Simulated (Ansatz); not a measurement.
# Cu: the cost of one run

Method: DFT PBE, scalar-relativistic, plane waves, PAW, in Ansatz 0.2.0.

## (1) The structure to begin with

It takes space group Fm-3m (No. 225, cubic). Conventional cell: a = 3.620 Å, b = 3.620 Å, c = 3.620 Å, α = 90.00°, β = 90.00°, γ = 90.00°. Around Cu (site symmetry m-3m) lie 12 Cu at 2.56 Å.

Structure file:

```xyz
1
Lattice="0.0000 1.8100 1.8100 1.8100 0.0000 1.8100 1.8100 1.8100 0.0000" Properties=species:S:1:pos:R:3 pbc="T T T"
Cu    0.0000    0.0000    0.0000
```

## (2) Relaxing cell and atoms: Cu, no spin

The input, input.yaml:

```yaml
crystal:
  lattice:
    - [0.0, 1.81, 1.81]
    - [1.81, 0.0, 1.81]
    - [1.81, 1.81, 0.0]
  atoms:
    - { symbol: Cu, position: [0.0, 0.0, 0.0] }
scf:
  occupations: { method: methfessel_paxton, width: 0.1 }
output:
  forces: true
  stress: true
  eigenvalues: true
hamiltonian:
  xc: pbe
kpoints:
  mp_grid: { grid: [24, 24, 24] }
relax:
  f_tol: 0.005
  adjacent_minimum: "off"
  cell: { stress_tol: 0.02 }
```

The run is started by

```console
> ansatz run input.yaml --threads 8 --pin off --max-ram 24576MiB --backend cpu --events-out ev --progress --plain --runs-dir out
```

Q: Estimate wall time and peak memory on 8 threads of Intel Xeon Platinum 8375C at 2.90GHz (Ice Lake), shared host.

About 2.5 s, with a peak of 0.46 GiB.
